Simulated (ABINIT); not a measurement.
# NbTe (P-6m2) in ABINIT: band structure with PBEsol

Aim: the band structure of NbTe with PBEsol.

Everything below comes from runs of ABINIT 10.8.3 (patched build). Logs are shortened: lines on timing, memory, paths and dates and some standing lists are left out, and cuts for length are marked. The log counts tension as positive stress, the text compression.

**1. The crystal as given**

The structure is hexagonal, space group P-6m2 (No. 187). The conventional cell has a = 3.703 Å, b = 3.703 Å, c = 3.694 Å, α = 90.00°, β = 90.00°, γ = 120.00°. Te (site symmetry -6m2) has 6 Nb at 2.83 Å as nearest neighbours. Around Nb (site symmetry -6m2) lie 6 Te at 2.83 Å.

The cell comes from a database or a generator and needn't be the stable form of this composition.

**2. Band structure, PBEsol**

Input file run.abi:

```
ndtset 2

pp_dirpath "./"
pseudos "Te.upf, Nb.upf"

acell 3.7029743866 3.7029743866 3.694211 Angstrom
rprim
     1.0000000000     0.0000000000     0.0000000000
    -0.5000000000     0.8660254038     0.0000000000
     0.0000000000     0.0000000000     1.0000000000
ntypat 2
znucl 52 41
natom 2
typat 1 2
xred
     0.6666666667     0.3333333333     0.0000000000
     0.0000000000     0.0000000000     0.5000000000

ecut 41.0

ixc -116133

occopt 3
tsmear 0.00183747

nstep 100

iomode 3
prtwf 0
prteig 0
prtebands 0
enunit 1
prtden1 1

kptopt1 1
ngkpt1 8 8 7
nshiftk1 1
shiftk1 0.0 0.0 0.0
nband1 19
tolvrs1 1.0e-10

iscf2 -2
getden2 1
nband2 25
nbdbuf2 4
tolwfr2 1.0e-11
kptopt2 -7
ndivsm2 5
prteig2 1
prtvol2 -3
kptbounds2
     0.0000000000     0.0000000000     0.0000000000
     0.5000000000     0.0000000000     0.0000000000
     0.3333333333     0.3333333333     0.0000000000
     0.0000000000     0.0000000000     0.0000000000
     0.0000000000     0.0000000000     0.5000000000
     0.5000000000     0.0000000000     0.5000000000
     0.3333333333     0.3333333333     0.5000000000
     0.0000000000     0.0000000000     0.5000000000
```

Potentials or basis: PseudoDojo NC SR PBEsol v0.4.1 standard.

The run is started by

```sh
$ abinit run.abi > log 2>&1
```

run.abo:

```text
.Version 10.8.3 of ABINIT
 DATASET    1 : space group P-6 m 2 (#187); Bravais hP (primitive hexag.)
================================================================================
 Values of the parameters that define the memory need for DATASET  1.
     intxc =       0    ionmov =       0      iscf =       7    lmnmax =       6
     lnmax =       6     mgfft =      45  mpssoang =       3    mqgrid =    3001
     natom =       2  nloc_mem =       1    nspden =       1   nspinor =       1
    nsppol =       1      nsym =      12    n1xccc =    2501    ntypat =       2
    occopt =       3   xclevel =       2
       mpw =        3734          nfft =       91125          nkpt =          40
================================================================================
================================================================================

 DATASET    2 : space group P-6 m 2 (#187); Bravais hP (primitive hexag.)
================================================================================
 Values of the parameters that define the memory need for DATASET  2.
     intxc =       0    ionmov =       0      iscf =      -2    lmnmax =       6
     lnmax =       6     mgfft =      45  mpssoang =       3    mqgrid =    3001
     natom =       2  nloc_mem =       1    nspden =       1   nspinor =       1
    nsppol =       1      nsym =      12    n1xccc =    2501    ntypat =       2
    occopt =       3   xclevel =       2
       mpw =        3738          nfft =       91125          nkpt =          57
================================================================================
================================================================================

--------------------------------------------------------------------------------
------------- Echo of variables that govern the present computation ------------
--------------------------------------------------------------------------------
 -outvars: echo values of preprocessed input variables --------
            acell      6.9976074419E+00  6.9976074419E+00  6.9810470413E+00 Bohr
              amu      1.27600000E+02  9.29063800E+01
             ecut      4.10000000E+01 Hartree
           enunit           1
           getden1          0
           getden2          1
             iscf1          7
             iscf2         -2
              ixc     -116133
           jdtset        1    2
           kptopt1          1
           kptopt2         -7
         kptrlatt        8    0    0      0    8    0      0    0    7
          kptrlen1     4.88673293E+01
          kptrlen2     3.00000000E+01
            natom           2
[... 810 lines left out ...]
fermie    :   4.12891202E-01
cartesian_stress_tensor: null
pressure_GPa: null
xred      :
- [  6.6667E-01,   3.3333E-01,   0.0000E+00, Te]
- [  3.3333E-11,  -3.3333E-11,   5.0000E-01, Nb]
cartesian_forces: null
force_length_stats: {min: null, max: null, mean: null, }
...

 Integrated electronic density in atomic spheres:
 ------------------------------------------------
 Atom  Sphere_radius  Integrated_density
    1        2.00000         11.97239463
    2        2.00000          9.45553122
================================================================================

 ----iterations are completed or convergence reached----

 Mean square residual over all n,k,spin=   46.190E-13; max=  99.738E-13
 reduced coordinates (array xred) for    2 atoms
       0.666666666700      0.333333333300      0.000000000000
       0.000000000033     -0.000000000033      0.500000000000

 cartesian coordinates (angstrom) at end:
    1      1.85148719348515     1.06895662936521     0.00000000000000
    2      0.00000000018515    -0.00000000010690     1.84710550000000
 length scales=  6.997607441925  6.997607441925  6.981047041316 bohr
              =  3.702974386600  3.702974386600  3.694211000000 angstroms
 Eigenvalues (   eV  ) for nkpt=  57  k points:
 kpt#   1, nband= 25, wtk=  1.00000, kpt=  0.0000  0.0000  0.0000 (reduced coord)
 -44.28515  -26.82655  -26.82655  -26.82373  -26.82153  -26.82153  -20.50533  -20.30700
 -20.30700   -3.06411    8.07018    8.07018    8.21478    8.86557   11.38617   11.38617
  13.66128   13.66128   14.00073   17.21385   18.34148   18.34148   23.56247   23.56297
  24.29265
 kpt#   2, nband= 25, wtk=  1.00000, kpt=  0.0556  0.0000  0.0000 (reduced coord)
 -44.28489  -26.82652  -26.82614  -26.82350  -26.82184  -26.82157  -20.50434  -20.31117
 -20.30804   -3.02640    7.84228    8.08926    8.32779    8.77806   11.37479   11.51610
  13.32332   13.58223   14.36101   17.12413   18.50928   18.59959   22.85332   23.63183
  24.11798
 kpt#   3, nband= 25, wtk=  1.00000, kpt=  0.1111  0.0000  0.0000 (reduced coord)
 -44.28414  -26.82648  -26.82496  -26.82283  -26.82277  -26.82168  -20.50150  -20.32319
 -20.31105   -2.91519    7.39849    8.14376    8.46333    8.56283   11.34233   11.85438
  12.84198   13.38121   14.89279   17.05789   18.97575   19.10967   21.98750   23.83604
  24.22458
 kpt#   4, nband= 25, wtk=  1.00000, kpt=  0.1667  0.0000  0.0000 (reduced coord)
 -44.28300  -26.82645  -26.82418  -26.82317  -26.82187  -26.82175  -20.49716  -20.34153
[... 254 lines left out ...]
 -44.27896  -26.82878  -26.82820  -26.82451  -26.82267  -26.81027  -20.61393  -20.31134
 -20.29855   -1.65389    3.85268    8.14796    8.30120   10.01654   10.44463   11.97731
  12.58368   13.31759   17.27991   17.69803   19.71636   21.17739   21.88966   22.64778
  23.18930
 kpt#  56, nband= 25, wtk=  1.00000, kpt=  0.0333  0.0333  0.5000 (reduced coord)
 -44.27969  -26.82843  -26.82829  -26.82424  -26.82374  -26.81088  -20.61793  -20.29957
 -20.29619   -1.70536    3.71081    8.48438    8.52006   10.18562   10.30003   11.91414
  12.76505   12.98526   16.73026   17.43895   19.94274   22.20440   22.41187   22.55230
  22.70717
 kpt#  57, nband= 25, wtk=  1.00000, kpt=  0.0000  0.0000  0.5000 (reduced coord)
 -44.27995  -26.82832  -26.82832  -26.82414  -26.82414  -26.81109  -20.61932  -20.29542
 -20.29542   -1.72284    3.66200    8.60288    8.60288   10.25150   10.25150   11.89017
  12.86304   12.86304   16.48059   17.33197   20.06626   22.52599   22.52599   22.66719
  22.66719

== END DATASET(S) ==============================================================
================================================================================

 -outvars: echo values of variables after computation  --------
            acell      6.9976074419E+00  6.9976074419E+00  6.9810470413E+00 Bohr
           etotal1    -1.6694489446E+02
            fcart1    -0.0000000000E+00  2.2749344605E-26 -0.0000000000E+00
                      -0.0000000000E+00 -2.2749344605E-26 -0.0000000000E+00
            rprim      1.0000000000E+00  0.0000000000E+00  0.0000000000E+00
                      -5.0000000000E-01  8.6602540380E-01  0.0000000000E+00
                       0.0000000000E+00  0.0000000000E+00  1.0000000000E+00
           strten1     1.6595032995E-04  1.6595032932E-04  1.6286838457E-04
                       0.0000000000E+00  0.0000000000E+00  0.0000000000E+00
           xangst      1.8514871935E+00  1.0689566294E+00  0.0000000000E+00
                       1.8514873465E-10 -1.0689590915E-10  1.8471055000E+00
             xred      6.6666666670E-01  3.3333333330E-01  0.0000000000E+00
                       3.3333299084E-11 -3.3333410106E-11  5.0000000000E-01
 Calculation completed.
```

It took 3.4 min on 1 thread of Arm Neoverse V1, shared host; peak memory 0.15 GiB.

What came out:

```
Free energy                                           : -4542.8020 eV
Pressure                                              : -4.9 GPa
Band gap on the k mesh                                : none (metal or under the smearing width)
Valence electrons inside the program's atomic spheres : Te 11.97; Nb 9.46
```

Levels at the corners of the path, in eV from the Fermi level:
| point | band 11 | band 12 | band 13 | band 14 | band 15 | band 16 | band 17 | band 18 | band 19 | band 20 |
| --- | --- | --- | --- | --- | --- | --- | --- | --- | --- | --- |
| Γ | -3.17 | -3.17 | -3.02 | -2.37 | 0.15 | 0.15 | 2.43 | 2.43 | 2.77 | 5.98 |
| M | -7.22 | -3.85 | -2.66 | -2.62 | -0.20 | 1.23 | 1.48 | 3.01 | 3.78 | 5.75 |
| K | -6.53 | -5.47 | -3.79 | -0.96 | -0.14 | 0.19 | 0.38 | 4.61 | 6.47 | 7.70 |
| Γ | -3.17 | -3.17 | -3.02 | -2.37 | 0.15 | 0.15 | 2.43 | 2.43 | 2.77 | 5.98 |
| A | -7.57 | -2.63 | -2.63 | -0.98 | -0.98 | 0.65 | 1.63 | 1.63 | 5.25 | 6.10 |
| L | -6.00 | -5.91 | -4.27 | -1.39 | 1.15 | 1.25 | 1.78 | 2.77 | 4.46 | 4.60 |
| H | -6.28 | -5.78 | -4.49 | -1.11 | 1.11 | 1.67 | 2.07 | 2.78 | 3.35 | 3.78 |
| A | -7.57 | -2.63 | -2.63 | -0.98 | -0.98 | 0.65 | 1.63 | 1.63 | 5.25 | 6.10 |

Caveat: spin-orbit coupling is left out, which moves the levels of the heavy elements.
